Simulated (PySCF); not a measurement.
# C17H23OS2: the cost of one run

Programs: PySCF 2.14.0, with routines of our own; each step states its level. All values are computed. Atoms count from 0.

### 1 The starting structure

43 atoms, charge 1, multiplicity 1; geometry from: GFN2-xTB.

### 2 NMR shifts: GIAO wB97X/pcSseg-0

Job settings and geometry (Å):

```
{"job": {"kind": "nmr", "basis": "pcSseg-0", "pop": false, "xc": "wB97X", "scf": {"guess": "atom"}}, "charge": 1, "multiplicity": 1}
C     -2.934237    -1.970408    -0.944873
C     -1.813934    -2.460960    -0.015872
C     -2.360508    -2.623476     1.411234
C     -1.281944    -3.802000    -0.519564
C     -0.737840    -1.400651     0.024417
C      0.584406    -1.583623    -0.246171
C      1.496210    -0.493339    -0.192823
C      2.844259    -0.729241    -0.513710
C      3.894001     0.152291    -0.640759
S      5.467977    -0.473490    -1.048022
C      6.264196     1.061307    -1.107267
C      5.523747     2.141291    -0.850932
S      3.851001     1.880990    -0.482442
C      0.939243     0.756146     0.186394
C     -0.393078     0.861253     0.462056
C     -1.114627     2.117845     0.894010
C     -0.190631     3.334461     0.907909
C     -2.273635     2.362377    -0.083515
C     -1.674013     1.873425     2.304662
O     -1.201725    -0.195428     0.369800
H     -3.350094    -1.031030    -0.591019
H     -3.732748    -2.705663    -0.973272
H     -2.560228    -1.830324    -1.956589
H     -3.131752    -3.387899     1.419153
H     -2.797223    -1.694393     1.768060
H     -1.569801    -2.925566     2.094361
H     -2.097710    -4.518900    -0.545890
H     -0.513869    -4.198446     0.139552
H     -0.882365    -3.714484    -1.526949
H      0.948104    -2.558725    -0.517452
H      3.099845    -1.763384    -0.706838
H      7.310351     1.066622    -1.352055
H      5.869968     3.157944    -0.848024
H      1.563713     1.624742     0.271363
H     -0.762698     4.214777     1.187544
H      0.237423     3.513258    -0.075207
H      0.610949     3.214170     1.631996
H     -1.899146     2.535612    -1.089732
H     -2.835712     3.237388     0.228078
H     -2.951428     1.513676    -0.103952
H     -2.188537     2.765317     2.650338
H     -2.381845     1.048851     2.302704
H     -0.873353     1.644620     3.004578
```

With the program's defaults for keys left out, this is: GIAO wB97X/pcSseg-0 NMR shielding, non-relativistic, gas phase.

Started as:

```console
> OMP_NUM_THREADS=1 python large_run.py task.json out
```

The driver reads the jobs from task.json and runs them one after another.

**Question.** How long does this first job take on 1 thread of Arm Neoverse V2, shared host, and how much memory does it need?

About 61 s, with a peak of 0.85 GiB.
